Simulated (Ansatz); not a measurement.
# ScPd: response to strain

Aim: deform ScPd (zz strain of -2 %) and compute stress, forces and field gradients with LAPW, PAW and all-electron datasets made for the crystal.

Computed with Ansatz 0.2.0 (DFT PBEsol, scalar-relativistic, unless a step's input says otherwise).

## 1. The starting structure

The structure is cubic, space group Pm-3m (No. 221). Conventional cell: a = 3.283 Å, b = 3.283 Å, c = 3.283 Å, α = 90.00°, β = 90.00°, γ = 90.00°. Sc (site symmetry m-3m) has 8 Pd at 2.84 Å as nearest neighbours. Pd (site symmetry m-3m) has 8 Sc at 2.84 Å as nearest neighbours.

Structure file:

```cif
data_structure
_symmetry_space_group_name_H-M 'P 1'
_symmetry_Int_Tables_number 1
_cell_length_a 3.2830
_cell_length_b 3.2830
_cell_length_c 3.2830
_cell_angle_alpha 90.000
_cell_angle_beta 90.000
_cell_angle_gamma 90.000
_cell_volume 35.38
loop_
_atom_site_label
_atom_site_type_symbol
_atom_site_fract_x
_atom_site_fract_y
_atom_site_fract_z
_atom_site_occupancy
Sc1 Sc 0.50000 0.50000 0.50000 1
Pd1 Pd 0.00000 0.00000 0.00000 1
```

Atoms are numbered in the order of the input: Sc1, Pd2.

## 2. After the deformation

Space group Pm-3m before, P4/mmm after.

## 3. LAPW, all electrons

File input.yaml:

```yaml
crystal:
  lattice:
    - [3.283, 0.0, 0.0]
    - [0.0, 3.283, 0.0]
    - [0.0, 0.0, 3.21734]
  atoms:
    - { symbol: Sc, position: [0.5, 0.5, 0.5] }
    - { symbol: Pd, position: [0.0, 0.0, 0.0] }
kpoints:
  mp_grid: { grid: [12, 12, 12] }
  band_path:
    path:
      - [0.0, 0.0, 0.0]
      - [0.0, 0.5, 0.0]
      - [0.5, 0.5, 0.0]
      - [0.0, 0.0, 0.0]
      - [0.0, 0.0, 0.5]
      - [0.0, 0.5, 0.5]
      - [0.5, 0.5, 0.5]
      - [0.0, 0.0, 0.5]
      - [0.0, 0.5, 0.0]
    npoints: 5
scf:
  occupations: { method: fermi_dirac, width: 0.05 }
hamiltonian:
  xc: pbesol
  pseudopotentials: { kind: all_electron, lapw: { basis_error: 0.00025 } }
output:
  forces: true
  stress: true
  eigenvalues: true
```

Started as:

```
> ansatz run input.yaml --threads 1 --pin off --max-ram 3072MiB --backend cpu --events-out ev --progress --plain --runs-dir out
```

## 4. PAW with frozen cores

File input.yaml:

```yaml
crystal:
  lattice:
    - [3.283, 0.0, 0.0]
    - [0.0, 3.283, 0.0]
    - [0.0, 0.0, 3.21734]
  atoms:
    - { symbol: Sc, position: [0.5, 0.5, 0.5] }
    - { symbol: Pd, position: [0.0, 0.0, 0.0] }
kpoints:
  mp_grid: { grid: [12, 12, 12] }
scf:
  occupations: { method: fermi_dirac, width: 0.05 }
hamiltonian:
  xc: pbesol
  pseudopotentials: { kind: paw }
output:
  forces: true
  stress: true
  eigenvalues: true
  efg: { contact_densities: true }
```

## 5. Datasets made for this crystal

Changes to input.yaml since step 4:

```diff
@@ -14,3 +14,3 @@
   xc: pbesol
-  pseudopotentials: { kind: paw }
+  pseudopotentials: { kind: all_electron, datasets: crystal }
 output:
```

(Steps that only read results are left out.)

Q: Predict the outcome of this session. Wanted: pressure; largest shear or deviatoric stress.

The runs gave:

```
                                 quantity                                           value
                                 pressure  LAPW 0.76, PAW 0.76, crystal datasets 0.76 GPa
largest shear or deviatoric stress (LAPW)                                        0.70 GPa
```

In words: The largest part of the stress beyond the pressure is 0.70 GPa in size, in the zz component; the atoms are carried along and not relaxed. No run of the undeformed cell stands beside it, so the pressure holds what the given cell had before the change. PAW: stress within 0.01 GPa of LAPW. Crystal datasets: stress within 0.01 GPa of LAPW.
